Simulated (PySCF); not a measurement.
# A diatomic session: SrSb

An exercise on one series of results from a longer session: the logs are not shown, and one member is left open.

Program: PySCF 2.14.0. Level of theory: Sr def2-SVP with ECP28, Sb def2-SVP with ECP28, scalar-relativistic core potentials. These are calculated values, not measurements.

The first run:

A driver script around PySCF takes these settings:

| Item | Value |
| --- | --- |
| atoms | Sr, Sb |
| charge | 0 |
| basis | Sr def2-SVP with ECP28, Sb def2-SVP with ECP28 |
| Hamiltonian | scalar-relativistic core potentials |
| basis functions | 49 |
| electrons treated | 33 |
| masses in u | 87.9056, 120.9038 |
| levels | PBE0, PBE, r²SCAN, M06-2X, M06, B97-3, ωB97X, HF, MP2, SCS-MP2, CCSD, CCSD(T) |
| grid | 80 radial by 434 angular points |
| occupations | held fixed by the projection of orbital angular momentum |
| dissociation limit | Sr + Sb, each in its ground configuration |
| starting distance in angstrom | 3.075 |
| values of 2S to try | 1, 3 |

Launch:

```console
OMP_NUM_THREADS=1 python dia.py task.json out
```

Steps of the session up to this table: The job; The PBE0 curve of the state that the search chose; Other states along the same grid; PBE; r²SCAN; M06-2X (hybrid meta-GGA); M06 (hybrid meta-GGA); B97-3 (global hybrid GGA); ωB97X (range-separated hybrid); UHF (mean field); MP2 and coupled cluster.

One table of the session follows, with a row left open; its other results are not shown here.

Energy (eV) from each level's lowest point:

```
R (Å)    UHF  UHF-MP2  UHF-SCS-MP2  UHF-CCSD  UHF-CCSD(T)
2.817  0.772    0.629        0.665       n/a          n/a
2.947  0.383    0.292        0.317     0.319        0.322
3.079  0.153    0.102        0.118     0.121        0.124
3.177  0.057    0.030        0.039     0.042        0.044
3.275  0.010    0.000        0.003     0.005        0.007
3.373  0.000    0.002        0.000     0.000        0.000
3.504      ?        ?            ?         ?            ?
3.668  0.102    0.114        0.098     0.085        0.081
3.865  0.209    0.214        0.192     0.164        0.164
4.127  0.319    0.326        0.297       n/a          n/a
```

**Question.** Estimate the row for R (Å) = 3.504.

Worked estimate for «UHF». A straight line through the neighbours (3.373, 0.000) and (3.668, 0.102) gives 0.000 + (0.102 − 0.000) × (3.504 − 3.373) / (3.668 − 3.373) = 0.045; a parabola fitted to 4 rows on both sides gives 0.035.

The run gave: UHF: 0.028; UHF-MP2: 0.039; UHF-SCS-MP2: 0.030; UHF-CCSD: 0.025; UHF-CCSD(T): 0.023. In «UHF» the line misses by +0.017 and the parabola by +0.007.
